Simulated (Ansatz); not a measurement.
**SiCl2OF (SMILES [O][Si](F)(Cl)Cl) at UPBE0/cc-pVDZ**

Aim: the energy change on altering one bond length of SiCl2OF at UPBE0/cc-pVDZ, from 2 runs. 

The calculation is run with Ansatz 0.2.0.

73 further runs of the same task are left out: 9 that didn't finish, 64 set aside as unsound or not needed.

## (1) Starting point

SiCl2OF: 5 atoms, total charge 0, spin state doublet. As SMILES, `[O][Si](F)(Cl)Cl`. The shape is that of a PBE0-D4/def2-TZVP optimisation.

Bond lengths: O1–Si2 1.643 Å, Si2–F3 1.574 Å, Si2–Cl4 2.012 Å, Si2–Cl5 2.011 Å. Angles: O1–Si2–F3 113.3°, O1–Si2–Cl4 105.6°, O1–Si2–Cl5 107.2°, F3–Si2–Cl4 108.3°, F3–Si2–Cl5 107.9°, Cl4–Si2–Cl5 114.8°.

## (2) A single-point energy at UPBE0/cc-pVDZ

Input file input.yaml:

```yaml
basis:
  gaussian:
    orbitals: cc-pVDZ
crystal:
  periodic: [false, false, false]
  atoms:
    - {symbol: O, position_ang: [1.205200, -1.120900, 0.351000]}
    - {symbol: Si, position_ang: [0.002000, -0.037300, 0.071900]}
    - {symbol: F, position_ang: [-0.944500, 0.175500, 1.311100]}
    - {symbol: Cl, position_ang: [-1.088600, -0.815800, -1.428500]}
    - {symbol: Cl, position_ang: [0.875700, 1.725000, -0.347000]}
magnetization:
  spin_polarized: true
  initial_magnetization: 1
hamiltonian:
  xc: pbe0
accuracy: high
output:
  orbitals: {seedname: orbitals}
```

Command:

```
$ ansatz run input.yaml --threads 1 --pin off --max-ram 3480MiB --events-out events.jsonl --progress --plain --runs-dir runs
```

Log:

```text
Warning: RAYON_NUM_THREADS=1 ignored (pool sized by the plan → 1); use --threads N
Functional definition: PBE0
  name "PBE0"
  parameter a = 0.25
  parameter kappa = 0.804
  parameter beta = 0.06672455060314922
  exchange = (1 - a)*pbe_x(kappa = kappa, mu = beta*pi^2/3) + a*exact_x
  correlation = pbe_c(beta = beta)
1763 factors; integrals over basis functions are off by at most 3.0e-9 eV
mean field evaluation 1: about -37661.9276 eV, gradient 4.7e1 eV
mean field evaluation 2: about -37542.7207 eV, gradient 1.3e2 eV
mean field evaluation 4: about -37672.1517 eV, gradient 1.9e1 eV
mean field evaluation 8: about -37673.6338 eV, gradient 5.6e-1 eV
mean field evaluation 16: about -37673.8025 eV, gradient 1.5e-2 eV
mean field evaluation 32: about -37673.8027 eV, gradient 8.0e-5 eV
mean field -37673.80273992 eV, -1384.4867144713 hartree, gradient 6.3e-8 eV, S^2 0.753036; 2 other end points of the search recorded, 0 dependent functions left out
reference -37673.80274202 eV, -1384.4867145484 hartree; 33, 32 occupied and 49, 50 virtual orbitals, 1763 factors
Total energy: -37673.80274202 eV, -1384.4867145484 hartree
```

Run time: 33 s. Hardware: 1 thread of Arm Neoverse V2, shared host; peak memory 0.47 GiB.

## (3) The distorted shape at the same level

Input file input.yaml:

```yaml
crystal:
  periodic: [false, false, false]
  atoms:
    - {symbol: O, position_ang: [2.513923, -0.186698, 2.151484]}
    - {symbol: Si, position_ang: [1.310723, 0.896902, 1.872384]}
    - {symbol: F, position_ang: [0.364223, 1.109702, 3.111584]}
    - {symbol: Cl, position_ang: [-1.088600, -0.815800, -1.428500]}
    - {symbol: Cl, position_ang: [2.184423, 2.659202, 1.453484]}
basis:
  gaussian:
    orbitals: cc-pVDZ
magnetization:
  spin_polarized: true
  initial_magnetization: 1
hamiltonian:
  xc: {name: PBE0}
accuracy: high
output:
  orbitals: {seedname: orbitals}
```

Command:

```
$ ansatz run input.yaml --threads 1 --pin off --max-ram 3480MiB --events-out events.jsonl --progress --plain --runs-dir runs
```

Log, cut to the lines that bear on the results:

```text
Warning: RAYON_NUM_THREADS=1 ignored (pool sized by the plan → 1); use --threads N
Functional definition: PBE0
  name "PBE0"
[...]
1680 factors; integrals over basis functions are off by at most 3.3e-9 eV
[...]
mean field -37670.08489911 eV, -1384.3500863415 hartree, gradient 3.1e-8 eV, S^2 0.943739; 15 other end points of the search recorded, 0 dependent functions left out
reference -37670.08490166 eV, -1384.3500864353 hartree; 33, 32 occupied and 49, 50 virtual orbitals, 1680 factors
Total energy: -37670.08490166 eV, -1384.3500864353 hartree
```

It took 1.8 min on 1 thread of Arm Neoverse V2, shared host; peak memory 0.46 GiB.

## (4) Results

Level: UPBE0/cc-pVDZ.

```
                                                           quantity           value
                                          first shape: total energy  -1384.48671 Eh
                    first shape: HOMO energy (highest over α and β)        -9.73 eV
                     first shape: LUMO energy (lowest over α and β)        -5.58 eV
                                                  first shape: ⟨S²⟩           0.753
                                      distorted shape: total energy  -1384.35009 Eh
                distorted shape: HOMO energy (highest over α and β)        -8.29 eV
                 distorted shape: LUMO energy (lowest over α and β)        -6.64 eV
                                              distorted shape: ⟨S²⟩           0.944
energy change with the Si2–Cl4 bond stretched from 2.012 to 4.426 Å        3.718 eV
```

What this shows: With the Si2–Cl4 bond stretched from 2.012 to 4.426 Å the energy rises by 3.72 eV (359 kJ/mol). The first shape isn't relaxed at this level, so the change isn't measured from a minimum. ⟨S²⟩ (distorted shape) is 0.94 where a pure doublet has 0.75: the reference is spin-contaminated.
